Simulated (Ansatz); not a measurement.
Geometry optimisation, DFT PBE-D3(BJ), scalar-relativistic, plane waves, PAW in Ansatz.

The input (input.yaml):

```yaml
accuracy: low
crystal:
  lattice:
    - [5.896846, 0.0, 0.0]
    - [2.948423, 5.106819, 0.0]
    - [0.0, 0.0, 19.018444]
  atoms:
    - { symbol: Mg, position: [0.0, 0.0, 0.0525805] }
    - { symbol: O, position: [0.3333333, 0.8333333, 0.1158711] }
    - { symbol: Mg, position: [0.0, 0.5, 0.0525805] }
    - { symbol: O, position: [0.3333333, 0.3333333, 0.1158711] }
    - { symbol: Mg, position: [0.5, 0.0, 0.0525805] }
    - { symbol: O, position: [0.8333333, 0.8333333, 0.1158711] }
    - { symbol: Mg, position: [0.5, 0.5, 0.0525805] }
    - { symbol: O, position: [0.8333333, 0.3333333, 0.1158711] }
    - { symbol: Mg, position: [0.6666667, 0.6666667, 0.1791617] }
    - { symbol: O, position: [0.0, 0.5, 0.2424523] }
    - { symbol: Mg, position: [0.6666667, 0.1666667, 0.1791617] }
    - { symbol: O, position: [0.0, 0.0, 0.2424523] }
    - { symbol: Mg, position: [0.1666667, 0.6666667, 0.1791617] }
    - { symbol: O, position: [0.5, 0.5, 0.2424523] }
    - { symbol: Mg, position: [0.1666667, 0.1666667, 0.1791617] }
    - { symbol: O, position: [0.5, 0.0, 0.2424523] }
    - { symbol: Mg, position: [0.3333333, 0.3333333, 0.3057429] }
    - { symbol: O, position: [0.6666667, 0.1666667, 0.3690335] }
    - { symbol: Mg, position: [0.3333333, 0.8333333, 0.3057429] }
    - { symbol: O, position: [0.6666667, 0.6666667, 0.3690335] }
    - { symbol: Mg, position: [0.8333333, 0.3333333, 0.3057429] }
    - { symbol: O, position: [0.1666667, 0.1666667, 0.3690335] }
    - { symbol: Mg, position: [0.8333333, 0.8333333, 0.3057429] }
    - { symbol: O, position: [0.1666667, 0.6666667, 0.3690335] }
basis:
  ecutwfc: 420.0
kpoints:
  mp_grid: { grid: [2, 2, 1] }
hamiltonian:
  xc: pbe
  dispersion: d3bj
  pseudopotentials: { kind: paw, azcp: { folder: soft_1 } }
scf:
  occupations: { method: fermi_dirac, width: 0.05 }
  lower_state_search: "off"
relax:
  f_tol: 0.08
  max_steps: 25
  adjacent_minimum: "off"
  constraints: [{ sites: [0, 1, 2, 3, 4, 5, 6, 7] }]
```

Command:

```bash
$ ansatz run input.yaml --threads 2 --pin off --max-ram 5120MiB --backend cpu --events-out ev --progress --plain --runs-dir out
```

Task: Where does it end, and by what steps?

Result: It converged. The threshold is loose, so the end isn't yet a minimum. The force dipped under the threshold on the way, but the program's further checks kept it going. Limits of this set-up: coarse k mesh, thin slab, slab without dipole correction, low accuracy level. After 4 steps the energy has fallen by 1.103 eV; Mg17 moved furthest, 0.25 Å.

| step | energy less start (eV) | largest force component (eV/Å) | accepted |
| --- | --- | --- | --- |
| 0 | 0.0000 | 1.821 | yes |
| 1 | -0.5258 | 1.162 | yes |
| 2 | -1.0132 | 0.466 | yes |
| 3 | -1.1027 | 0.063 | yes |
| 4 | -1.1027 | 0.064 | yes |

```xyz
24
Lattice="5.8968 0.0000 0.0000 2.9484 5.1068 0.0000 0.0000 0.0000 19.0184" Properties=species:S:1:pos:R:3
Mg 0.000 0.000 1.000
O 4.423 4.256 2.204
Mg 1.474 2.553 1.000
O 2.948 1.702 2.204
Mg 2.948 0.000 1.000
O 7.371 4.256 2.204
Mg 4.423 2.553 1.000
O 5.897 1.702 2.204
Mg 5.897 3.405 3.576
O 1.474 2.553 4.643
Mg 4.423 0.851 3.576
O 0.000 0.000 4.643
Mg 2.948 3.405 3.576
O 4.423 2.553 4.643
Mg 1.474 0.851 3.576
O 2.948 0.000 4.643
Mg 2.948 1.702 6.066
O 4.423 0.851 7.074
Mg 4.423 4.256 6.066
O 5.897 3.405 7.074
Mg 5.897 1.702 6.066
O 1.474 0.851 7.074
Mg 7.371 4.256 6.066
O 2.948 3.405 7.074
```

Time of the run: 18 s on 2 threads of Arm Neoverse V2, with other jobs on the host, peak memory 0.86 GiB.
